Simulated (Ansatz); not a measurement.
# C₂H₆OZn: a ladder of functionals and wavefunction methods

An exercise on one series of results from a longer session: the logs are not shown, and one member is left open.

Program: Ansatz 0.2.0, Gaussian basis. Level of theory: functionals in def2-TZVPP, the program's frozen cores in correlated methods. These are calculated values, not measurements.

The runs, in order: LDA (SPW92), PBE-D4, revPBE-D4, BLYP-D4, r2SCAN-D4, B97M-V, PBE0-D4, B3LYP-D4, r2SCANh-D4, r2SCAN0-D4, HSE06-D4, BHLYP-D4, CAM-B3LYP-D4, LC-ωPBE, ωB97X-V, ωB97M-V, B2PLYP, PBE-QIDH; CCSD(T)/def2-SVP; CCSD(T)/def2-TZVPP; CCSD(T)/def2-QZVPP; extrapolation to the limit; RPA on PBE.

### Structure used throughout

An earlier PBE0-D4 in a triple-zeta def2 set relaxation fixed the geometry.

SMILES `C[O][Zn][CH3]`, 10 atoms, charge 0, spin multiplicity 1.

Atoms are counted from 1 here; the program's logs count them from 0.

Bond lengths: C1–O2 1.395 Å, C1–H5 1.100 Å, C1–H6 1.097 Å, C1–H7 1.100 Å, O2–Zn3 1.776 Å, Zn3–C4 1.920 Å, C4–H8 1.092 Å, C4–H9 1.092 Å, C4–H10 1.092 Å. Angles: O2–C1–H5 112.8°, O2–C1–H6 109.1°, O2–C1–H7 113.0°, H5–C1–H6 107.1°, H5–C1–H7 107.4°, H6–C1–H7 107.1°, C1–O2–Zn3 128.9°, O2–Zn3–C4 175.3°, Zn3–C4–H8 110.5°, Zn3–C4–H9 110.5°, Zn3–C4–H10 110.7°, H8–C4–H9 108.3°, H8–C4–H10 108.3°, H9–C4–H10 108.4°.

Set-up of the first run:

in.yaml reads:

```yaml
crystal:
  periodic: [false, false, false]
  atoms:
    - {symbol: C, position_ang: [-0.481298, 1.881055, -1.236293]}
    - {symbol: O, position_ang: [0.058138, 1.410014, -0.039071]}
    - {symbol: Zn, position_ang: [0.233603, -0.265633, 0.522650]}
    - {symbol: C, position_ang: [0.486157, -2.019597, 1.261169]}
    - {symbol: H, position_ang: [0.080771, 1.543461, -2.119171]}
    - {symbol: H, position_ang: [-0.453722, 2.977418, -1.235664]}
    - {symbol: H, position_ang: [-1.530270, 1.583930, -1.380222]}
    - {symbol: H, position_ang: [-0.131918, -2.749596, 0.734714]}
    - {symbol: H, position_ang: [0.208505, -2.033680, 2.317062]}
    - {symbol: H, position_ang: [1.530014, -2.327392, 1.174817]}
basis:
  gaussian: {orbitals: def2-TZVPP}
hamiltonian: {xc: lda}
output: {orbitals: {seedname: orbitals}}
```

Started as:

```sh
ansatz run in.yaml --threads 2 --pin off --events-out ev --progress --plain --max-ram 32768MiB --backend cpu
```

Among the steps run: LDA; PBE-D4 (GGA); revPBE-D4 (GGA); BLYP-D4 (GGA); r2SCAN-D4 (meta-GGA); B97M-V (meta-GGA); B3LYP-D4 (hybrid); r2SCANh-D4 (hybrid); r2SCAN0-D4 (hybrid); HSE06-D4 (hybrid); BHLYP-D4 (hybrid); CAM-B3LYP-D4 (range-separated); LC-ωPBE (range-separated); ωB97X-V (range-separated); ωB97M-V (range-separated); B2PLYP (double hybrid); PBE-QIDH (double hybrid).

One of the session's tables, all rows but one given; the rest of the session is left out.

It belongs to the step «Orbital energies across the functionals». 

| functional | HOMO (eV) | gap (eV) |
| --- | --- | --- |
| LDA (SPW92) | -5.78 | 4.57 |
| PBE-D4 | -5.61 | 4.57 |
| revPBE-D4 | -5.54 | 4.58 |
| BLYP-D4 | -5.53 | 4.51 |
| r2SCAN-D4 | -5.89 | 5.22 |
| B97M-V | -5.99 | 4.98 |
| PBE0-D4 | -7.10 | 6.85 |
| B3LYP-D4 | ? | ? |
| r2SCANh-D4 | -6.45 | 6.06 |
| r2SCAN0-D4 | -7.31 | 7.30 |
| HSE06-D4 | -6.69 | 6.08 |
| BHLYP-D4 | -8.57 | 8.91 |
| CAM-B3LYP-D4 | -8.58 | 9.09 |
| LC-ωPBE | -9.93 | 11.62 |
| ωB97X-V | -9.59 | 11.09 |
| ωB97M-V | -9.53 | 10.60 |

Estimate the missing values for B3LYP-D4.

Worked estimate for «HOMO (eV)». Against the share of exact exchange, BLYP-D4 (0, -5.53), BHLYP-D4 (0.5, -8.57) give a slope of -6.08 per unit share; at 0.2 the line stands at -6.75.

**Answer.** HOMO (eV): -6.87; gap (eV): 6.33. In «HOMO (eV)» the line misses by +0.12.
